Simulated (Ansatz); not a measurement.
# CdGa: the cost of one run

Program: Ansatz 0.2.0. Level of theory: DFT PBE, scalar-relativistic, plane waves, PAW. These are calculated values, not measurements.

## Step 1: The starting structure

It takes space group P4/mmm (No. 123, tetragonal). The conventional cell has a = 4.597 Å, b = 4.597 Å, c = 14.000 Å, α = 90.00°, β = 90.00°, γ = 90.00°. Around Cd (site symmetry 4/mmm) lie 4 Ga at 3.25 Å. Ga (site symmetry 4/mmm) has 4 Cd at 3.25 Å as nearest neighbours.

Structure file:

```cif
data_structure
_symmetry_space_group_name_H-M 'P4/mmm'
_symmetry_Int_Tables_number 123
_cell_length_a 4.5967
_cell_length_b 4.5967
_cell_length_c 14.0000
_cell_angle_alpha 90.000
_cell_angle_beta 90.000
_cell_angle_gamma 90.000
_cell_volume 295.81
loop_
_atom_site_label
_atom_site_type_symbol
_atom_site_symmetry_multiplicity
_atom_site_Wyckoff_symbol
_atom_site_fract_x
_atom_site_fract_y
_atom_site_fract_z
_atom_site_occupancy
Cd1 Cd 1 b 0.00000 0.00000 0.50000 1
Ga1 Ga 1 d 0.50000 0.50000 0.50000 1
```

A structure generator made this guess: random sheet by layer group and Wyckoff sites. The dimensions are guesses.

It is a sheet, periodic along a and b, with vacuum along c; volumes and pressures of the box carry no meaning, and space groups named for it are those of the box.

## Step 2: The guess as it stands, on a coarse mesh

input.yaml reads:

```yaml
crystal:
  lattice:
    - [4.596667, 0.0, 0.0]
    - [0.0, 4.596667, 0.0]
    - [0.0, 0.0, 14.0]
  atoms:
    - { symbol: Cd, position: [0.0, 0.0, 0.5] }
    - { symbol: Ga, position: [0.5, 0.5, 0.5] }
  periodic: [true, true, false]
basis:
  ecutwfc: 420
kpoints:
  mp_grid: { grid: [4, 4, 1] }
hamiltonian:
  xc: pbe
scf:
  occupations: { method: gaussian, width: 0.1 }
  lower_state_search: "off"
output:
  forces: true
  stress: true
  eigenvalues: true
```

Launch:

```bash
$ ansatz run input.yaml --threads 1 --pin off --max-ram 2048MiB --backend cpu --events-out ev --progress --plain --runs-dir out
```

**Question.** How long does this run take on 1 thread of Arm Neoverse V1, shared host, and how much memory does it need?

About 4.7 s, with a peak of 0.54 GiB.
